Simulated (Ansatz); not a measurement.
**C₂H₈ClOSbSi: a ladder of functionals and wavefunction methods**

An exercise on one series of results from a longer session: the logs are not shown, and one member is left open.

The runs use Ansatz 0.2.0, Gaussian basis; functionals in def2-TZVPP, the program's frozen cores in correlated methods.

The runs, in order: LDA (SPW92), PBE-D4, revPBE-D4, BLYP-D4, r2SCAN-D4, B97M-V, PBE0-D4, B3LYP-D4, r2SCANh-D4, r2SCAN0-D4, HSE06-D4, BHLYP-D4, CAM-B3LYP-D4, LC-ωPBE, ωB97X-V, ωB97M-V, B2PLYP, PBE-QIDH; CCSD(T)/def2-SVP; CCSD(T)/def2-TZVPP; MP2/def2-QZVPP; extrapolation to the limit; RPA on PBE.

## The geometry

The geometry comes from an earlier relaxation with PBE0-D4 in a triple-zeta def2 set; it is a stationary point, not always the lowest conformer. Sb takes the def2 core potential; no spin-orbit term is included.

SMILES `CC[O][Sb]([SiH3])[Cl]`, 14 atoms, charge 0, spin multiplicity 1.

Atoms are counted from 1 here; the program's logs count them from 0.

Bond lengths: C1–C2 1.512 Å, C1–H7 1.093 Å, C1–H8 1.092 Å, C1–H9 1.092 Å, C2–O3 1.418 Å, C2–H10 1.100 Å, C2–H11 1.095 Å, O3–Sb4 1.956 Å, Sb4–Si5 2.591 Å, Sb4–Cl6 2.379 Å, Si5–H12 1.487 Å, Si5–H13 1.486 Å, Si5–H14 1.483 Å. Angles: C2–C1–H7 110.3°, C2–C1–H8 110.3°, C2–C1–H9 111.1°, H7–C1–H8 108.5°, H7–C1–H9 108.4°, H8–C1–H9 108.1°, C1–C2–O3 111.6°, C1–C2–H10 110.2°, C1–C2–H11 110.4°, O3–C2–H10 111.1°, O3–C2–H11 106.6°, H10–C2–H11 106.9°, C2–O3–Sb4 120.0°, O3–Sb4–Si5 89.2°, O3–Sb4–Cl6 100.1°, Si5–Sb4–Cl6 91.2°, Sb4–Si5–H12 109.8°, Sb4–Si5–H13 108.4° and more.

Set-up of the first run:

The input, in.yaml:

```yaml
crystal:
  periodic: [false, false, false]
  atoms:
    - {symbol: C, position_ang: [-0.455898, -0.908395, 2.133156]}
    - {symbol: C, position_ang: [0.835935, -0.556712, 1.431586]}
    - {symbol: O, position_ang: [0.624008, -0.275744, 0.057857]}
    - {symbol: Sb, position_ang: [0.414939, 1.574728, -0.540011]}
    - {symbol: Si, position_ang: [0.048930, 0.714003, -2.956365]}
    - {symbol: Cl, position_ang: [-1.928118, 1.850287, -0.230913]}
    - {symbol: H, position_ang: [-0.259547, -1.190607, 3.170994]}
    - {symbol: H, position_ang: [-0.942242, -1.747083, 1.631510]}
    - {symbol: H, position_ang: [-1.148468, -0.064049, 2.129712]}
    - {symbol: H, position_ang: [1.324652, 0.288934, 1.938307]}
    - {symbol: H, position_ang: [1.534409, -1.399323, 1.474388]}
    - {symbol: H, position_ang: [1.344316, 0.264468, -3.532825]}
    - {symbol: H, position_ang: [-0.489418, 1.830408, -3.776611]}
    - {symbol: H, position_ang: [-0.916398, -0.409915, -2.901984]}
basis:
  gaussian: {orbitals: def2-TZVPP}
hamiltonian: {xc: lda}
output: {orbitals: {seedname: orbitals}}
```

Run with:

```console
$ ansatz run in.yaml --threads 2 --pin off --events-out ev --progress --plain --max-ram 31744MiB --backend cuda --devices 0, --max-vram 18GiB
```

Steps of the session up to this table: LDA; PBE-D4 (GGA); revPBE-D4 (GGA); BLYP-D4 (GGA); r2SCAN-D4 (meta-GGA); B97M-V (meta-GGA); PBE0-D4 (hybrid); B3LYP-D4 (hybrid); r2SCANh-D4 (hybrid); r2SCAN0-D4 (hybrid); HSE06-D4 (hybrid); BHLYP-D4 (hybrid); CAM-B3LYP-D4 (range-separated); LC-ωPBE (range-separated); ωB97X-V (range-separated); ωB97M-V (range-separated); B2PLYP (double hybrid); PBE-QIDH (double hybrid).

One of the session's tables, all rows but one given; the rest of the session is left out.

It belongs to the step «Orbital energies across the functionals». 

```
  functional  HOMO (eV)  LUMO (eV)  gap (eV)
 LDA (SPW92)      -6.13      -2.44      3.69
      PBE-D4      -5.98      -2.21      3.77
   revPBE-D4      -5.92      -2.12      3.80
     BLYP-D4      -5.83      -2.10      3.74
   r2SCAN-D4      -6.22      -2.06      4.16
      B97M-V      -6.29      -2.08      4.21
     PBE0-D4      -7.04      -1.46      5.58
    B3LYP-D4      -6.84      -1.67      5.18
  r2SCANh-D4      -6.61      -1.79      4.82
  r2SCAN0-D4      -7.20      -1.38      5.82
    HSE06-D4      -6.65      -1.83      4.82
    BHLYP-D4      -7.96      -0.63      7.33
CAM-B3LYP-D4      -8.24      -0.47      7.77
     LC-ωPBE      -9.46       0.61     10.08
     ωB97X-V      -9.17       0.50      9.68
     ωB97M-V          ?          ?         ?
```

Q: Estimate the row for ωB97M-V from the others.

The run gave: HOMO (eV): -9.03; LUMO (eV): 0.33; gap (eV): 9.36. In the column «HOMO (eV)» it lies between ωB97X-V (-9.17) and CAM-B3LYP-D4 (-8.24).
